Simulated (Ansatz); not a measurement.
## GeH₃Se, SMILES [GeH3][Se]: a single point in a Gaussian basis

Computed with the Python package of Ansatz (0.2.0).

`energy.py`
```python
'''Single point of GeH3Se.'''

import ansatz as az

BASIS = 'cc-pVDZ'
METHOD = 'RPA'

GEOMETRY = '''
Ge    0.15250   -0.04250   -0.10750
Se   -1.53200   -0.12590    1.57390
H     0.09780    1.43850   -0.72000
H    -0.16440   -0.99850   -1.24640
H     1.49610   -0.34520    0.45860
'''


def main() -> None:
    geometry = az.Crystal.molecule()
    for line in GEOMETRY.strip().splitlines():
        symbol, *xyz = line.split()
        geometry = geometry.atom(symbol, [float(v) for v in xyz])

    base = (
        geometry.calculation()
        .basis(gaussian=BASIS)
        .correlation(METHOD)
        .spin('collinear', total=1)
    )
    outcome = base.run(threads=1, backend='cpu')
    report = outcome.report

    print('reference energy %16.6f eV' % report['reference_energy_ev'])
    print('total energy     %16.6f eV' % report['free_energy_ev'])
    print('occupied (up, down):', report['n_occupied'], ' virtual:', report['n_virtual'], ' frozen:', report['n_frozen'])

    parts = report['correlation']
    for name in ('random_phase', 'coupled_cluster', 'perturbative'):
        if name in parts:
            print(f'{name:16s} {parts[name]["energy"]["hartree"]:12.7f} Ha')
    if 'second_order' in parts:
        pair = parts['second_order']
        print(f'MP2 same spin {pair["same_spin"]["hartree"]:.7f} Ha, opposite spin {pair["opposite_spin"]["hartree"]:.7f} Ha')

    field = report['mean_field']
    print('<S^2> =', round(abs(field['state']['spin_squared']), 4), ' relativity:', field['relativity'])
    print('passes:', field['passes'])
    if 'symmetry' in field:
        print('occupied orbitals by irrep:', field['symmetry']['occupied'])


if __name__ == '__main__':
    main()
```

Output of `python energy.py`:
```text
reference energy   -121822.547321 eV
total energy       -121830.262870 eV
occupied (up, down): [17, 16]  virtual: [34, 35]  frozen: 18
random_phase       -0.2835412 Ha
<S^2> = 0.7584  relativity: none
passes: {'evaluations': 36, 'products': 161}
occupied orbitals by irrep: [{'A': 35}, {'A': 34}]
```

Total energies depend on the basis set; only differences at equal settings carry meaning. The geometry is a force-field or estimated start, not a minimum of this method, and the basis set is short of its limit. The species is open-shell (spin multiplicity 2). S² is that of the Hartree-Fock reference. Wall time of the script: 12 s on 1 thread of Arm Neoverse N1 (shared host), peak memory 0.26 GiB.

(A comment or docstring line of the script was reworded after the run, the code is as it ran; lines on the test bed's own set-up are left out of the output.)
